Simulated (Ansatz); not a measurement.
# BiTe (Fm-3m) in Ansatz: notebook

One crystal, BiTe, is run at these levels: LDA, PBEsol; tasks: band structure.

Program: Ansatz 0.2.0. These are calculated values, not measurements. Logs are shortened: lines on timing, memory, paths and dates and some standing lists are left out, and cuts for length are marked.

## (1) Starting point

Symmetry: Fm-3m, No. 225, cubic system. The conventional cell has a = 6.470 Å, b = 6.470 Å, c = 6.470 Å, α = 90.00°, β = 90.00°, γ = 90.00°. Bi (site symmetry m-3m) is surrounded by 6 Te at 3.23 Å. Te (site symmetry m-3m) has 6 Bi at 3.23 Å as nearest neighbours.

## (2) Band structure, LDA

input.yaml

```yaml
crystal:
  lattice:
    - [0.0, 3.235, 3.235]
    - [3.235, 0.0, 3.235]
    - [3.235, 3.235, 0.0]
  atoms:
    - { symbol: Bi, position: [0.0, 0.0, 0.0] }
    - { symbol: Te, position: [0.5, 0.5, 0.5] }
kpoints:
  mp_grid: { grid: [7, 7, 7] }
  band_path:
    path:
      - [0.0, 0.0, 0.0]
      - [0.5, 0.0, 0.5]
      - [0.5, 0.25, 0.75]
      - [0.375, 0.375, 0.75]
      - [0.0, 0.0, 0.0]
      - [0.5, 0.5, 0.5]
      - [0.625, 0.25, 0.625]
      - [0.5, 0.25, 0.75]
    npoints: 6
scf:
  occupations: { method: fermi_dirac, width: 0.05 }
hamiltonian:
  xc: lda
  pseudopotentials: { kind: all_electron, lapw: { basis_error: 0.001 } }
output:
  forces: true
  stress: true
  eigenvalues: true
```

Potentials or basis: all-electron LAPW, scalar-relativistic.

On the command line:

```bash
$ ansatz run input.yaml --threads 1 --pin off --max-ram 3072MiB --backend cpu --events-out ev --progress --plain --runs-dir out
```

The program printed:

```text
Warning: RAYON_NUM_THREADS=1 ignored (pool sized by the plan → 1); use --threads N
LAPW: plane waves up to 6.816 Å⁻¹, error target 1.0e-3 eV per atom; small_component_spin mean_spin; Te in spheres of 1.585 Å, 24 of its electrons in bands, Dirac shells []; Bi in spheres of 1.650 Å, 37 of its electrons in bands, Dirac shells [] (how accurate: hamiltonian.pseudopotentials.lapw.basis_error, Limitations)
Engine: ansatz 0.2.0, aarch64-unknown-linux-gnu
Pseudopotentials: kind: all_electron
Pseudopotential: Bi, LAPW, valence charge 37, lapw/all_electron/scalar/gaussian/Bi, Koelling and Harmon's equation, gaussian nucleus
Pseudopotential: Te, LAPW, valence charge 24, lapw/all_electron/scalar/gaussian/Te, Koelling and Harmon's equation, gaussian nucleus
Functional definition: SPW92
  exchange = slater_x
  correlation = pw_c
Crystal: 2 atoms, lattice volume = 67.710 Å³
Basis set: ecut = 176.99416618538763 eV, 339 PW (Γ), exchange–correlation at level 2
Bands: 37, of which v1, the nominal top of the filled ones, is band 31 counted from 1 (30 counted from 0)
Symmetry: 48 space group operations
Space group: Fm-3m (ITA 225), of the structure as read, at distance tolerance 4.1e-5 Å
k-points: 20 of 343
Non-local potential: Bi, projectors of the file, none
Non-local potential: Te, projectors of the file, none
Initial density: superposition of atomic densities (chi_scale 0.1, normalization cell, long waves kept (reshape's long-wave potential 0.00 eV rms))
Initial wavefunctions: plane waves of lowest kinetic energy (no species holds an atomic orbital)
Functional: x = slater, c = lda
iter 1 solved again at ethr=1.87e-4 eV; its pass at ethr=1.00e-1 eV (dr2=1.14e-1 eV) is discarded
SCF iter   1: F=—  HF=-770127.428511 eV  |F-HF|=—  |Δ(HF+E_count)|=         —  Δρ=9.47e-3  dr2=1.14e-1  ethr=1.87e-4  ⟨swp⟩=3.0  Hψ=4678  notcnv=0
preconditioner: auto → LDOS  [metal: Δε(μ)=0.068 eV  Ē_g=10.964 eV  σ=0.050 eV  W_gap=0.32  n_scr=14 (ndim 8)  ℏωp=15.0 eV  f_vac=0.106  D(μ)=2.62/eV (n_scr^D=14)  β→1.0]
SCF iter   2: F=—  HF=-770127.398546 eV  |F-HF|=—  |Δ(HF+E_count)|=   3.00e-2  Δρ=2.96e-3  dr2=1.40e-2  ethr=1.87e-4  ⟨swp⟩=2.0  Hψ=2182  notcnv=0
iter 3 solved again at ethr=1.07e-6 eV; its pass at ethr=2.29e-5 eV (dr2=6.52e-4 eV) is discarded
SCF iter   3: F=—  HF=-770127.398314 eV  |F-HF|=—  |Δ(HF+E_count)|=   2.32e-4  Δρ=6.45e-4  dr2=6.51e-4  ethr=1.07e-6  ⟨swp⟩=2.0  Hψ=3699  notcnv=0
SCF iter   4: F=—  HF=-770127.393102 eV  |F-HF|=—  |Δ(HF+E_count)|=   5.21e-3  Δρ=3.14e-4  dr2=1.01e-4  ethr=1.07e-6  ⟨swp⟩=2.0  Hψ=2178  notcnv=0
SCF iter   5: F=—  HF=-770127.392997 eV  |F-HF|=—  |Δ(HF+E_count)|=   1.05e-4  Δρ=8.93e-5  dr2=8.86e-6  ethr=1.66e-7  ⟨swp⟩=2.0  Hψ=2178  notcnv=0
SCF iter   6: F=—  HF=-770127.392988 eV  |F-HF|=—  |Δ(HF+E_count)|=   9.15e-6  Δρ=3.86e-5  dr2=1.68e-6  ethr=1.45e-8  ⟨swp⟩=2.0  Hψ=2178  notcnv=0
SCF iter   7: F=—  HF=-770127.392988 eV  |F-HF|=—  |Δ(HF+E_count)|=   1.87e-7  Δρ=1.29e-5  dr2=2.05e-7  ethr=2.75e-9  ⟨swp⟩=2.0  Hψ=2178  notcnv=0
SCF iter   8: F=-770127.392988 eV  HF=-770127.392988 eV  |F-HF|=5.82e-10  |Δ(HF+E_count)|=   5.19e-8  Δρ=2.51e-6  dr2=5.43e-9  ethr=3.36e-10  ⟨swp⟩=2.0  Hψ=2178  notcnv=0
SCF 1 converged in 8 iterations: F = -770127.392988 eV  dr2 = 5.43e-9
NSCF: frozen V_eff on 43 k-points
SCF converged after 8 iterations
Free energy (F): -770127.392988 eV
Harris-Foulkes:  -770127.392988 eV  (|F-HF|=5.82e-10)
Internal energy: -770127.371837 eV  (E = F + TS)
E sigma→0 (E₀):  -770127.382413 eV
Entropy (-TS):   -0.021151 eV (-10.575 meV/atom)
Fermi energy:    12.396497 eV
--- Per-component energies (eV) ---
  E_band       = -3825.954571
  E_kinetic    = 872518.783523
  E_xc         = -15128.514012
  E_electrostatic = -1627517.641349  (all electrons and nuclei)
  E_smearing   = -0.021151  (= −TS)
  E_closure    = 0.000000  (closes the sum)
  E_atoms      = -770118.933441  (free atoms, spherical and without spin; not in F)
  Σ components = -770127.392988   (vs F -770127.392988, Δ=0.00e0)
  Basis errors (estimates in eV, not in F): energy 3.2e-4 per atom: plane waves 3.1e-4 (1.7e-4 summed), levels above the bands 7.1e-59, relativity 7.9e-9, radial functions 1.1e-5, core shells 3.1e-9; eigenvalues (radial functions only) 2.8e-6; not estimated: angular momenta, meshes, grids; target (lapw.basis_error) 1.0e-3; muffin-tin radii Te 1.585 Å, Bi 1.650 Å
--- Forces (eV/Å), atoms counted from 1 ---
  atom   1  Bi    -0.00000000     0.00000000     0.00000000
  atom   2  Te     0.00000000     0.00000000    -0.00000000
  max |Σ_I F_I| component: 1.89e-31 eV/Å
--- Stress (GPa, compression-positive) ---
       -2.637377       0.000000      -0.000000
        0.000000      -2.637377       0.000000
       -0.000000       0.000000      -2.637377
  P = ⅓ Tr σ = -2.6374 GPa (-26.374 kbar)
--- Band table (eV; the first three rows and the last of 20) ---
  k-point 0: bands = ["-146.9240", "-141.1533", "-136.4021", "-136.4007", "-136.4007", "-136.4007", "-136.3996", "-136.3996", "-136.3996", "-97.1402", "-97.1402", "-97.1402", "-79.2674", "-79.2674", "-79.2674", "-24.7281", "-24.7281", "-24.7251", "-24.7251", "-24.7251", "-10.6431", "-10.6431", "-10.6358", "-10.6358", "-10.6358", "-1.1764", "4.1439", "9.8650", "9.8650", "9.8650", "14.5006", "14.5006", "14.5006", "17.1236", "17.1236", "17.1236", "18.4201"]
  k-point 1: bands = ["-146.9240", "-141.1533", "-136.4021", "-136.4007", "-136.4007", "-136.4007", "-136.3996", "-136.3996", "-136.3996", "-97.1402", "-97.1402", "-97.1402", "-79.2674", "-79.2674", "-79.2674", "-24.7281", "-24.7281", "-24.7251", "-24.7251", "-24.7251", "-10.6440", "-10.6440", "-10.6355", "-10.6347", "-10.6347", "-0.9954", "3.7150", "9.9263", "9.9263", "10.0302", "13.7257", "13.8632", "13.8632", "16.9391", "17.4873", "17.4873", "19.5565"]
  k-point 2: bands = ["-146.9240", "-141.1533", "-136.4021", "-136.4007", "-136.4007", "-136.4007", "-136.3996", "-136.3996", "-136.3996", "-97.1402", "-97.1402", "-97.1402", "-79.2674", "-79.2674", "-79.2674", "-24.7280", "-24.7280", "-24.7250", "-24.7249", "-24.7249", "-10.6461", "-10.6461", "-10.6347", "-10.6320", "-10.6320", "-0.4633", "2.6958", "10.1268", "10.1268", "10.3546", "12.5387", "12.7534", "12.7534", "17.4505", "18.5175", "18.5175", "21.5234"]
  k-point 19: bands = ["-146.9240", "-141.1533", "-136.4021", "-136.4007", "-136.4007", "-136.4007", "-136.3996", "-136.3996", "-136.3996", "-97.1402", "-97.1402", "-97.1402", "-79.2674", "-79.2674", "-79.2674", "-24.7282", "-24.7278", "-24.7249", "-24.7247", "-24.7244", "-10.6533", "-10.6435", "-10.6337", "-10.6309", "-10.6259", "1.0604", "1.4372", "7.3273", "7.9099", "10.4353", "12.4731", "15.5889", "16.4252", "17.0541", "18.1821", "21.6864", "21.9052"]
```

Wall time 13 s (1 thread of Arm Neoverse V2, shared host); peak memory 0.28 GiB.

What came out:

* Free energy: -770127.3930 eV
* Pressure: -2.6 GPa
* Band gap along the path: none (metal or under the smearing width)

Levels at the corners of the path, in eV from the Fermi level:
```tsv
point	band 27	band 28	band 29	band 30	band 31	band 32	band 33	band 34
Γ	-8.25	-2.53	-2.53	-2.53	2.10	2.10	2.10	4.73
X	-10.04	-5.65	-4.00	-4.00	2.25	3.53	3.53	4.88
W	-10.95	-4.96	-4.96	-1.56	-0.30	3.90	3.90	5.14
K	-10.77	-5.28	-3.50	-3.45	1.94	1.96	3.83	4.29
Γ	-8.25	-2.53	-2.53	-2.53	2.10	2.10	2.10	4.73
L	-11.32	-1.89	-1.89	-1.61	-0.89	-0.65	-0.65	7.26
U	-10.77	-5.28	-3.50	-3.45	1.94	1.96	3.83	4.29
W	-10.95	-4.96	-4.96	-1.56	-0.30	3.90	3.90	5.14
```

Caveat: spin-orbit coupling is left out, which moves the levels of the heavy elements.

## (3) Band structure, PBEsol

Changes to input.yaml since step 2:

```diff
@@ -24,3 +24,3 @@
 hamiltonian:
-  xc: lda
+  xc: pbesol
   pseudopotentials: { kind: all_electron, lapw: { basis_error: 0.001 } }
```

Potentials or basis: all-electron LAPW, scalar-relativistic.

On the command line:

```bash
$ ansatz run input.yaml --threads 1 --pin off --max-ram 3072MiB --backend cpu --events-out ev --progress --plain --runs-dir out
```

Run time: 13 s. Hardware: 1 thread of Arm Neoverse V2, shared host; peak memory 0.28 GiB.

The run converged. Its results:

- Free energy: -770357.5379 eV
- Pressure: -1.5 GPa
- Band gap along the path: none (metal or under the smearing width)

Levels at the corners of the path, in eV from the Fermi level:
```csv
point,band 26,band 27,band 28,band 29,band 30,band 31,band 32,band 33,band 34,band 35
Γ,-13.55,-8.16,-2.55,-2.55,-2.55,2.12,2.12,2.12,4.63,4.63
X,-11.79,-9.98,-5.70,-4.03,-4.03,2.15,3.57,3.57,4.93,8.81
W,-11.25,-10.89,-5.00,-5.00,-1.59,-0.29,3.90,3.90,5.09,5.09
K,-11.45,-10.71,-5.33,-3.53,-3.48,1.96,1.97,3.75,4.33,7.29
Γ,-13.55,-8.16,-2.55,-2.55,-2.55,2.12,2.12,2.12,4.63,4.63
L,-11.60,-11.27,-1.92,-1.92,-1.62,-0.89,-0.66,-0.66,7.21,7.73
U,-11.45,-10.71,-5.33,-3.53,-3.48,1.96,1.97,3.75,4.33,7.29
W,-11.25,-10.89,-5.00,-5.00,-1.59,-0.29,3.90,3.90,5.09,5.09
```

Caveat: spin-orbit coupling is left out, which moves the levels of the heavy elements.
